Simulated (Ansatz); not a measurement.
# Ta2O5: properties at the relaxed cell

One table from this session's results is given with a row withheld; the runs are named, their logs left out.

Method: DFT PBEsol, scalar-relativistic, plane waves, PAW, in Ansatz 0.2.0.

2 further runs of the same task are left out: 2 set aside as unsound or not needed.

**The system as given**

It takes space group Pmmm (No. 47, orthorhombic). Conventional cell: a = 3.670 Å, b = 3.859 Å, c = 6.433 Å, α = 90.00°, β = 90.00°, γ = 90.00°. Ta (site symmetry mmm) has 6 O at 1.93 to 2.17 Å as nearest neighbours. Ta (site symmetry mmm) has 6 O at 1.84 to 2.06 Å as nearest neighbours. O (site symmetry mm2) is surrounded by 3 Ta at 2.06 to 2.17 Å. Around O (site symmetry mmm) lie 2 Ta at 1.93 Å. O (site symmetry mmm) has 2 Ta at 1.84 Å as nearest neighbours.

Coordinates:

```
CELL_PARAMETERS angstrom
3.67003 0.00000 0.00000
0.00000 3.85903 0.00000
0.00000 0.00000 6.43324
ATOMIC_POSITIONS crystal
Ta 0.50000 0.00000 0.50000
Ta 0.00000 0.00000 0.00000
O 0.00000 0.00000 0.32074
O 0.00000 0.00000 0.67926
O 0.50000 0.50000 0.50000
O 0.50000 0.00000 0.00000
O 0.00000 0.50000 0.00000
```

It is the result of an earlier relaxation at this level (volume 13.02 Å³/atom; gap on the mesh: 0.32 eV).

The first run:

input.yaml

```yaml
crystal:
  lattice:
    - [3.632951824, 0.0, 0.0]
    - [0.0, 3.8200465715, 0.0]
    - [0.0, 0.0, 6.368252273]
  atoms:
    - { symbol: Ta, position: [0.5, 0.0, 0.5] }
    - { symbol: Ta, position: [0.0, 0.0, 0.0] }
    - { symbol: O, position: [0.0, 0.0, 0.3207405702] }
    - { symbol: O, position: [0.0, 0.0, 0.6792594298] }
    - { symbol: O, position: [0.5, 0.5, 0.5] }
    - { symbol: O, position: [0.5, 0.0, 0.0] }
    - { symbol: O, position: [0.0, 0.5, 0.0] }
basis:
  ecutwfc: 420
kpoints:
  mp_grid: { grid: [10, 10, 6] }
hamiltonian:
  xc: pbesol
scf:
  occupations: { method: gaussian, width: 0.02 }
output:
  forces: true
  stress: true
  eigenvalues: true
relax:
  adjacent_minimum: "off"
  f_tol: 0.01
  max_steps: 30
  cell: { stress_tol: 0.1, fix: [volume] }
```

Launch:

```sh
$ ansatz run input.yaml --threads 2 --pin off --max-ram 5120MiB --backend cpu --events-out ev --progress --plain --runs-dir out
```

Steps of the session up to this table: Volume × 0.97; The cell scaled to 1.03 of its volume; Point at V/V0 = 0.94; Volume × 1.06; The cell scaled to 0.91 of its volume; The cell scaled to 1.10 of its volume; The cell scaled to 0.88 of its volume.

One of the session's tables, all rows but one given; the rest of the session is left out.

It belongs to the step «Fit of the equation of state». 

```
volume (Å³/atom)  energy above the lowest point (meV/atom)  pressure (GPa)  gap on the mesh (eV)
          11.454                                     153.7           35.51                  0.48
          11.845                                      81.3           24.27                  0.43
          12.235                                      34.0           14.79                  0.38
          12.626                                       8.0            6.80                  0.35
          13.016                                       0.0            0.00                  0.32
          13.407                                         ?               ?                     ?
          13.797                                      27.0          -10.53                  0.30
          14.318                                      69.8          -15.64                  0.32
```

**Question.** Estimate the row for volume (Å³/atom) = 13.407.

Worked estimate for «energy above the lowest point (meV/atom)». A straight line through the neighbours (13.016, 0.0) and (13.797, 27.0) gives 0.0 + (27.0 − 0.0) × (13.407 − 13.016) / (13.797 − 13.016) = 13.5; a parabola fitted to 4 rows on both sides gives 7.4.

As computed: energy above the lowest point (meV/atom): 7.1; pressure (GPa): -5.74; gap on the mesh (eV): 0.30. In «energy above the lowest point (meV/atom)» the line misses by +6.4 and the parabola by +0.3.
